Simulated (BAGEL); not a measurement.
# SiHF3 (SMILES F[SiH](F)F), step by step

Wanted: a single-point energy (HF/def2-SVPD), then a single-point energy (NEVPT2(2,2)/def2-SVPD) of SiHF3. 

The results are computed with BAGEL 1.2.2.

6 further runs of the same task are left out: 1 that didn't finish, 5 set aside as unsound or not needed.

## (1) The system as given

SiHF3 has 5 atoms, charge 0, and is taken as a singlet. As SMILES, `F[SiH](F)F`. Geometry: relaxed at PBE0-D4/def2-TZVP.

Bond lengths: F1–Si2 1.573 Å, Si2–F3 1.573 Å, Si2–F4 1.573 Å, Si2–H5 1.461 Å. Angles: F1–Si2–F3 108.3°, F1–Si2–F4 108.3°, F3–Si2–F4 108.3°, F1–Si2–H5 110.7°, F3–Si2–H5 110.7°, F4–Si2–H5 110.7°.

## (2) A single-point energy at HF/def2-SVPD (density fitting with svp-jkfit) (run 1)

hf.json

```json
{ "bagel": [

{
  "title": "molecule",
  "basis": "def2-svpd.json",
  "df_basis": "svp-jkfit",
  "angstrom": true,
  "geometry": [
    { "atom": "F", "xyz": [      -0.447100,      -0.082200,       1.491300 ] },
    { "atom": "Si", "xyz": [       0.040700,       0.001700,      -0.001800 ] },
    { "atom": "F", "xyz": [      -0.597100,       1.281400,      -0.657200 ] },
    { "atom": "F", "xyz": [      -0.495900,      -1.263300,      -0.767200 ] },
    { "atom": "H", "xyz": [       1.499400,       0.062400,      -0.065100 ] }
  ]
},

{
  "title": "hf"
},

{
  "title": "print",
  "file": "orbitals.molden",
  "orbitals": true
}

]}
```

The basis set def2-SVPD is read from a file made from the Basis Set Exchange's data (not shown).

Started as:

```console
BAGEL_NUM_THREADS=1 BAGEL hf.json > hf.out
```

What it wrote:

```text
* using 1 threads per process

  ===============================================================
  ===============================================================

  *** Geometry ***

  { "atom" : "F", "xyz" : [     -0.844897,     -0.155335,      2.818149 ] },
  { "atom" : "Si", "xyz" : [      0.076912,      0.003213,     -0.003402 ] },
  { "atom" : "F", "xyz" : [     -1.128355,      2.421495,     -1.241928 ] },
  { "atom" : "F", "xyz" : [     -0.937115,     -2.387291,     -1.449798 ] },
  { "atom" : "H", "xyz" : [      2.833455,      0.117919,     -0.123021 ] },

  Number of auxiliary basis functions:      377

  Since a DF basis is specified, we compute 2- and 3-index integrals:
    o Being stored without compression. Storage requirement is 0.031 GB

  Number of basis functions:      101
  Number of electrons      :       42

    * METHOD: MOLECULE                             0.14

  *** RHF ***

  === Nuclear Repulsion ===
   188.4078504027

      * DIIS with orbital gradients will be used.

  === RHF iteration (def2-svpd.json) ===
      0       -587.24850026          0.02825686           0.05
      1       -587.52274521          0.02047036           0.05
      2       -587.70853494          0.00136114           0.05
      3       -587.70978329          0.00013913           0.05
      4       -587.70980067          0.00002700           0.05
      5       -587.70980154          0.00000578           0.05
      6       -587.70980158          0.00000116           0.05
      7       -587.70980158          0.00000027           0.05
      8       -587.70980158          0.00000013           0.05
      9       -587.70980158          0.00000002           0.05
     10       -587.70980158          0.00000000           0.05
    * SCF iteration converged.

    * Permanent dipole moment:
           (   -0.625925,    -0.026079,     0.027415) a.u.

    * METHOD: HF                                   0.66

    * METHOD: PRINT                                0.03

  ===============================================================
```

Wall time 0.97 s (1 thread of Arm Neoverse V1, shared host); peak memory 0.14 GiB.

## (3) A single-point energy at NEVPT2(2,2)/def2-SVPD (density fitting with svp-jkfit) (run 2)

nevpt2.json

```json
{ "bagel": [

{
  "title": "molecule",
  "basis": "def2-svpd.json",
  "df_basis": "svp-jkfit",
  "angstrom": true,
  "geometry": [
    { "atom": "F", "xyz": [   -0.447100,   -0.082200,    1.491300 ] },
    { "atom": "Si", "xyz": [    0.040700,    0.001700,   -0.001800 ] },
    { "atom": "F", "xyz": [   -0.597100,    1.281400,   -0.657200 ] },
    { "atom": "F", "xyz": [   -0.495900,   -1.263300,   -0.767200 ] },
    { "atom": "H", "xyz": [    1.499400,    0.062400,   -0.065100 ] }
  ]
},
{
  "title": "hf"
},
{
  "title": "nevpt2",
  "nstate": 1,
  "nact": 2,
  "nclosed": 20,
  "active": [10, 23],
  "maxiter": 200,
  "natocc": true,
  "ncore": 8
}

]}
```

The basis set def2-SVPD is read from a file made from the Basis Set Exchange's data (not shown).

Started as:

```console
BAGEL_NUM_THREADS=1 BAGEL nevpt2.json > nevpt2.out
```

What it wrote:

```text
* using 1 threads per process

  ===============================================================
  ===============================================================

  *** Geometry ***

  { "atom" : "F", "xyz" : [     -0.844897,     -0.155335,      2.818149 ] },
  { "atom" : "Si", "xyz" : [      0.076912,      0.003213,     -0.003402 ] },
  { "atom" : "F", "xyz" : [     -1.128355,      2.421495,     -1.241928 ] },
  { "atom" : "F", "xyz" : [     -0.937115,     -2.387291,     -1.449798 ] },
  { "atom" : "H", "xyz" : [      2.833455,      0.117919,     -0.123021 ] },

  Number of auxiliary basis functions:      377

  Since a DF basis is specified, we compute 2- and 3-index integrals:
    o Being stored without compression. Storage requirement is 0.031 GB

  Number of basis functions:      101
  Number of electrons      :       42

    * METHOD: MOLECULE                             0.14

[... 13 lines left out ...]
    * SCF iteration converged.
[... 1 line left out ...]
    * Permanent dipole moment:
[... 20 lines left out ...]
    * Using the second-order algorithm

      0  0      -587.70980484     1.99e-06      0.01

      1  0      -587.70983360     1.19e-05      0.19
[... 29 lines of this table left out ...]
     16  0      -587.72593366     4.16e-09      0.26

    * Second-order optimization converged. *

     guess   0:   closed 1.                   open ..

  === FCI iteration ===

      0  0      -587.70964399     1.06e-01      0.00
      1  0      -587.72590414     3.40e-03      0.00
      2  0 *    -587.72593366     8.95e-16      0.00

     * ci vector, state   0, <S^2> = 0.0000
       2.     0.9970640377
       .2    -0.0765722190

  === DF-NEVPT2 calculation ===

    * 3-index integral transformation done
    * assembly done

      NEVPT2 correlation energy:   -0.6578399214      0.29

          (+0)     -0.5618508662
          (+0)'    -0.0480017549
          (+1)     -0.0091742507
          (+1)'    -0.0000000000
          (+2)     -0.0004179549
          (-1)     -0.0332539703
          (-1)'     0.0000000000
          (-2)     -0.0051411246

      NEVPT2 total energy:       -588.3837735769

    * METHOD: NEVPT2                               6.99

  ===============================================================
```

Wall time 8.1 s (1 thread of Arm Neoverse V1, shared host); peak memory 0.14 GiB.

## (4) What came out

| quantity | value |
| --- | --- |
| run 1, HF/def2-SVPD: total energy | -587.70980 Eh |
| run 1, HF/def2-SVPD: dipole moment | 1.59 D |
| run 1, HF/def2-SVPD: HOMO energy | -15.42 eV |
| run 1, HF/def2-SVPD: LUMO energy | 2.40 eV |
| run 1, HF/def2-SVPD: HOMO–LUMO gap | 17.82 eV |
| run 2, NEVPT2(2,2)/def2-SVPD: total energy | -588.38377 Eh |
